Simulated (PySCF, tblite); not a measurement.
**ClGeH₅O₂Si, a small molecule taken as a stand-in for a surface group (Ge site with back bonds [SiH3], O, O): NMR shifts, core binding energies and electronic excitations**

What NMR shifts, core binding energies and electronic excitations should one expect for `[OH][Ge]([OH])([SiH3])[Cl]`?

Programs: tblite 0.8.0 and PySCF 2.14.0. All values are calculated, for the isolated system unless a continuum is named. Atoms count from 0, parts from 1.

## 1. Starting point

10 atoms, charge 0, multiplicity 1; geometry: distance geometry start.

## 2. Geometry optimisation with GFN2-xTB

The job: settings as JSON, then the geometry in Å.

```
{"job": {"kind": "relax", "xc": "GFN2-xTB", "basis": "xTB"}, "charge": 0, "multiplicity": 1}
Ge     0.771129     2.180057    -0.092576
Si    -0.588014     0.318947     0.011531
O      2.213120     1.962173     1.086200
O      1.430635     2.383257    -1.798866
Cl    -0.374284     3.992053     0.485360
H      0.201122    -0.808418     0.410841
H     -1.155949     0.112977    -1.273740
H     -1.623060     0.539853     0.978360
H      2.241677     1.324805     1.832748
H      1.223197     1.802686    -2.584952
```

With the program's defaults for keys left out, this is: GFN2-xTB geometry optimisation, gas phase.

Command:

```
$ OMP_NUM_THREADS=1 python cluster_run.py task.json out
```

One launch serves the whole session: the jobs run in the order shown.

The log of the run:

```text
step      E/eV     max force
  0    -516.63951    1.921
  1    -516.73468    0.847
  2    -516.82721    1.503
  3    -516.93380    1.140
  4    -516.99511    1.183
  5    -517.06409    0.865
  6    -517.10431    0.403
  7    -517.11691    0.216
  8    -517.12242    0.192
  9    -517.12771    0.222
 10    -517.13739    0.343
 11    -517.15046    0.410
 12    -517.16118    0.268
 13    -517.16537    0.140
 14    -517.16707    0.116
 15    -517.16827    0.144
 16    -517.17026    0.170
 17    -517.17317    0.228
 18    -517.17636    0.210
 19    -517.17902    0.143
 20    -517.18103    0.161
 21    -517.18295    0.162
 22    -517.18609    0.216
 23    -517.19105    0.318
 24    -517.19562    0.306
 25    -517.19841    0.394
 26    -517.18612    1.003
 27    -517.20356    0.175
 28    -517.20523    0.151
 29    -517.21135    0.222
 30    -517.21430    0.160
 31    -517.21701    0.198
 32    -517.21866    0.183
 33    -517.22005    0.171
 34    -517.22171    0.139
 35    -517.22629    0.183
 36    -517.22777    0.141
 37    -517.22935    0.198
 38    -517.23049    0.104
 39    -517.23193    0.186
 40    -517.23459    0.242
 41    -517.23966    0.165
 42    -517.24212    0.163
 43    -517.24383    0.132
 44    -517.24065    0.515
 45    -517.24634    0.109
 46    -517.24805    0.113
 47    -517.23724    1.267
 48    -517.25552    0.198
 49    -517.25998    0.203
 50    -517.24510    1.493
 51    -517.26599    0.178
 52    -517.26960    0.137
 53    -517.25764    1.366
 54    -517.27507    0.151
 55    -517.27731    0.202
 56    -517.28022    0.462
 57    -517.28172    0.259
 58    -517.28357    0.081
 59    -517.28572    0.159
 60    -517.29024    0.095
 61    -517.29373    0.281
 62    -517.29767    0.172
 63    -517.29910    0.117
 64    -517.30045    0.120
 65    -517.30150    0.110
 66    -517.30197    0.147
 67    -517.30314    0.187
 68    -517.30461    0.206
 69    -517.30614    0.173
 70    -517.30787    0.135
 71    -517.30932    0.092
 72    -517.30989    0.225
 73    -517.31130    0.123
 74    -517.31246    0.106
 75    -517.30894    0.884
 76    -517.31673    0.208
 77    -517.31823    0.082
 78    -517.31984    0.298
 79    -517.32074    0.225
 80    -517.32371    0.160
 81    -517.32535    0.165
 82    -517.32822    0.313
 83    -517.32909    0.139
 84    -517.33081    0.180
 85    -517.33182    0.210
 86    -517.33285    0.216
 87    -517.33406    0.162
 88    -517.33557    0.263
 89    -517.33741    0.179
 90    -517.33867    0.266
 91    -517.34039    0.107
 92    -517.34182    0.092
 93    -517.34425    0.172
 94    -517.34580    0.233
 95    -517.34768    0.174
 96    -517.35025    0.102
 97    -517.35206    0.175
 98    -517.35381    0.234
 99    -517.35688    0.225
100    -517.36184    0.361
101    -517.36632    0.172
102    -517.36892    0.334
103    -517.37034    0.075
104    -517.37068    0.055
105    -517.37092    0.045
106    -517.37134    0.046
107    -517.37166    0.056
108    -517.37190    0.045
109    -517.37205    0.040
110    -517.37215    0.029
111    -517.37223    0.029
112    -517.37233    0.035
113    -517.37244    0.030
114    -517.37255    0.029
115    -517.37267    0.036
116    -517.37281    0.042
117    -517.37300    0.054
118    -517.37322    0.059
119    -517.37341    0.045
120    -517.37350    0.022
121    -517.37355    0.019
122    -517.37359    0.019
123    -517.37365    0.030
124    -517.37372    0.033
125    -517.37378    0.024
126    -517.37384    0.026
127    -517.37390    0.028
128    -517.37396    0.021
129    -517.37401    0.013
130    -517.37403    0.009
131    -517.37404    0.009
132    -517.37405    0.008
```

Run time: 1.7 s. Hardware: 1 thread of Arm Neoverse V1, shared host.

Along the way: (the energy doesn't fall at every step)

```csv
step,energy from step 0 (eV),largest force (eV/Å)
0,0.0000,1.9211
5,-0.4246,0.8658
10,-0.4979,0.3421
15,-0.5288,0.1441
20,-0.5415,0.1618
25,-0.5589,0.3945
30,-0.5748,0.1595
35,-0.5868,0.1831
40,-0.5951,0.2417
45,-0.6068,0.1093
50,-0.6056,1.4925
55,-0.6378,0.2023
60,-0.6507,0.0950
65,-0.6620,0.1101
70,-0.6684,0.1343
75,-0.6694,0.8844
80,-0.6842,0.1600
85,-0.6923,0.2099
90,-0.6992,0.2653
95,-0.7082,0.1740
100,-0.7223,0.3607
105,-0.7314,0.0448
110,-0.7326,0.0292
115,-0.7332,0.0365
120,-0.7340,0.0220
125,-0.7343,0.0237
130,-0.7345,0.0085
132,-0.7345,0.0078
```

Close pairs (by a distance rule), those that changed most:

```csv
bond,before (Å),after (Å),change (Å)
Ge0–O2,1.875,1.780,-0.095
Ge0–O3,1.841,1.754,-0.086
Ge0–Si1,2.307,2.369,+0.062
Ge0–Cl4,2.220,2.167,-0.054
O3–H9,0.999,0.956,-0.043
Si1–H6,1.420,1.459,+0.039
Si1–H7,1.433,1.464,+0.030
Si1–H5,1.433,1.463,+0.030
```

## 3. Geometry optimisation at PBE0-D3(BJ)/def2-SVP

The job: settings as JSON, then the geometry in Å.

```
{"job": {"xc": "PBE0", "basis": "def2-SVP", "d3": "d3bj", "grid": 2, "kind": "geom", "shake": 0.01}, "charge": 0, "multiplicity": 1}
Ge     0.261504     0.583440    -0.005858
Si    -1.250027    -1.235535     0.125396
O      1.814894     0.360223     0.734652
O      0.689757     0.722673    -1.714265
Cl    -0.307063     2.602753     0.608053
H     -0.457876    -2.409283     0.463870
H     -1.893618    -1.389761    -1.164392
H     -2.211451    -0.970982     1.177011
H      1.918343     0.557633     1.693479
H      1.477088     1.153257    -1.916471
```

The log of the run:

```text
step   0  E = -2978.93474153  max force = 0.050486
step   1  E = -2978.94270116  max force = 0.012872
step   2  E = -2978.94319250  max force = 0.002032
step   3  E = -2978.94332024  max force = 0.002585
step   4  E = -2978.94348489  max force = 0.003061
step   5  E = -2978.94363588  max force = 0.002739
step   6  E = -2978.94380778  max force = 0.001407
step   7  E = -2978.94399140  max force = 0.001219
step   8  E = -2978.94417359  max force = 0.002419
step   9  E = -2978.94432258  max force = 0.002306
step  10  E = -2978.94443111  max force = 0.001137
step  11  E = -2978.94447216  max force = 0.000538
step  12  E = -2978.94448848  max force = 0.000429
step  13  E = -2978.94450165  max force = 0.000472
step  14  E = -2978.94451586  max force = 0.000303
optimisation converged
```

Run time: 2.1 min. Hardware: 1 thread of Arm Neoverse V1, shared host; peak memory 0.63 GiB.

The steps of the relaxation:

```csv
step,energy from step 0 (eV),largest force component (eV/Å)
0,0.0000,2.5961
1,-0.2166,0.6619
2,-0.2300,0.1045
3,-0.2334,0.1329
4,-0.2379,0.1574
5,-0.2420,0.1408
6,-0.2467,0.0724
7,-0.2517,0.0627
8,-0.2567,0.1244
9,-0.2607,0.1186
10,-0.2637,0.0585
11,-0.2648,0.0277
12,-0.2652,0.0221
13,-0.2656,0.0243
14,-0.2660,0.0156
```

Close pairs (by a distance rule), those that changed most:

```csv
bond,before (Å),after (Å),change (Å)
O3–H9,0.920,0.965,+0.045
Si1–H7,1.449,1.491,+0.042
Si1–H6,1.450,1.490,+0.040
Ge0–O2,1.735,1.772,+0.037
Si1–H5,1.456,1.491,+0.035
O2–H8,0.984,0.964,-0.020
Ge0–Cl4,2.186,2.180,-0.006
Ge0–Si1,2.369,2.371,+0.003
```

The final coordinates are the input of the step that follows.

```csv
at the end point,value
point group (found at 0.08 Å tolerance),C1
"rotational constants (GHz, main isotopes)","2.408, 1.611, 1.342"
dipole moment (D),0.81
```

## 4. Shielding tensors: PBE0/pcSseg-2

The job: settings as JSON, then the geometry in Å.

```
{"job": {"kind": "nmr", "xc": "PBE0", "basis": "pcSseg-2"}, "charge": 0, "multiplicity": 1}
Ge     0.367078     0.472073    -0.087127
Si    -1.312763    -1.181150     0.175058
O      1.804751     0.267296     0.928159
O      0.887222     0.480513    -1.772944
Cl    -0.396047     2.442078     0.449718
H     -0.705750    -2.529510    -0.013407
H     -2.376169    -0.934778    -0.839107
H     -1.866642    -1.045211     1.552486
H      1.940840     1.019514     1.516038
H      1.699601     0.984152    -1.906834
```

With the program's defaults for keys left out, this is: GIAO PBE0/pcSseg-2 NMR shielding, non-relativistic, gas phase.

The log of the run:

```text
coarse grid: 42864 points
cycle   1  E = -2979.4605436450  dE = -3.289e-01  |g| = 1.480e+00  |ddm| = 2.369e+00
cycle   2  E = -2978.9466986166  dE =  5.138e-01  |g| = 2.292e+00  |ddm| = 1.547e+00
cycle   3  E = -2979.6967881171  dE = -7.501e-01  |g| = 2.512e-01  |ddm| = 1.135e+00
cycle   4  E = -2979.7077585496  dE = -1.097e-02  |g| = 1.196e-01  |ddm| = 2.048e-01
cycle   5  E = -2979.7096111745  dE = -1.853e-03  |g| = 1.608e-02  |ddm| = 6.358e-02
cycle   6  E = -2979.7096547927  dE = -4.362e-05  |g| = 5.375e-03  |ddm| = 1.617e-02
cycle   7  E = -2979.7096601256  dE = -5.333e-06  |g| = 7.677e-04  |ddm| = 4.359e-03
final grid: 85992 points
cycle   8  E = -2979.7096835955  dE = -6.493e-08  |g| = 8.892e-04  |ddm| = 1.719e-03
cycle   9  E = -2979.7096833940  dE =  2.016e-07  |g| = 1.397e-03  |ddm| = 1.247e-03
cycle  10  E = -2979.7096837305  dE = -3.366e-07  |g| = 1.559e-04  |ddm| = 7.280e-04
cycle  11  E = -2979.7096837350  dE = -4.463e-09  |g| = 2.104e-05  |ddm| = 1.036e-04
cycle  12  E = -2979.7096837351  dE = -7.412e-11  |g| = 7.640e-06  |ddm| = 1.654e-05
converged SCF energy = -2979.7096837351

GIAO shielding tensors (ppm)
atom      isotropic    diamagn.    paramagn.     s11        s22        s33       span
  0 Ge    1270.496    2758.365   -1487.869   1208.604   1270.551   1332.333    123.729
  1 Si     442.128     878.279    -436.151    437.036    442.995    446.354      9.319
  2 O      240.921     384.656    -143.735    196.807    230.205    295.750     98.943
  3 O      242.157     382.295    -140.139    194.264    245.086    287.120     92.856
  4 Cl     823.283    1149.339    -326.056    677.223    759.710   1032.916    355.693
  5 H       27.358      27.638      -0.280     23.745     25.223     33.105      9.360
  6 H       27.373      27.596      -0.223     23.874     25.559     32.686      8.812
  7 H       27.528      27.820      -0.292     23.969     25.885     32.730      8.762
  8 H       29.721      31.569      -1.848     21.365     26.061     41.737     20.372
  9 H       29.517      30.745      -1.228     21.736     24.195     42.621     20.885
```

Run time: 48 s. Hardware: 1 thread of Arm Neoverse V1, shared host; peak memory 1.2 GiB.

The references, computed at this level on geometries of the same kind, shield at (ppm): ¹H TMS 31.25, ²⁹Si TMS 341.3, ¹⁷O H2O 328.2, ⁷³Ge GeMe4 1337, ³⁵Cl HCl 941. Their shielding less the atom's gives the shift. The references are single molecules in the gas phase, so shifts against H2O, NH3, PH3, H3PO4 or CFCl3 are not on the usual liquid scales and can be off by tens of ppm.

```csv
atoms,environment,σ (ppm),δ (ppm)
H5,hydrogen on a silicon bonded to Ge,27.36,3.89
H6,hydrogen on a silicon bonded to Ge,27.37,3.87
H7,hydrogen on a silicon bonded to Ge,27.53,3.72
H9,hydrogen on an oxygen bonded to Ge,29.52,1.73
H8,hydrogen on an oxygen bonded to Ge,29.72,1.52
Ge0,"germanium bonded to Cl, 2 O, Si",1270,67
Si1,"silicon bonded to Ge, 3 H",442.1,-100.8
O2,"oxygen bonded to Ge, H",240.9,87.2
O3,"oxygen bonded to Ge, H",242.2,86.0
Cl4,chlorine bonded to Ge,823,118
```

Charges from the same density, by scheme (e):

```csv
atoms,Mulliken,IAO,Hirshfeld,ESP fit
Ge0,0.60,1.09,0.44,0.56
Si1,0.52,0.31,0.25,0.17
O2,-0.50,-0.78,-0.33,-0.58
O3,-0.49,-0.76,-0.33,-0.61
Cl4,-0.27,-0.35,-0.18,-0.24
```

Mayer bond orders: Ge0–Si1 0.87, Ge0–O2 0.99, Ge0–O3 1.04, Ge0–Cl4 1.00.

(Part 1 of 2 ends here.)
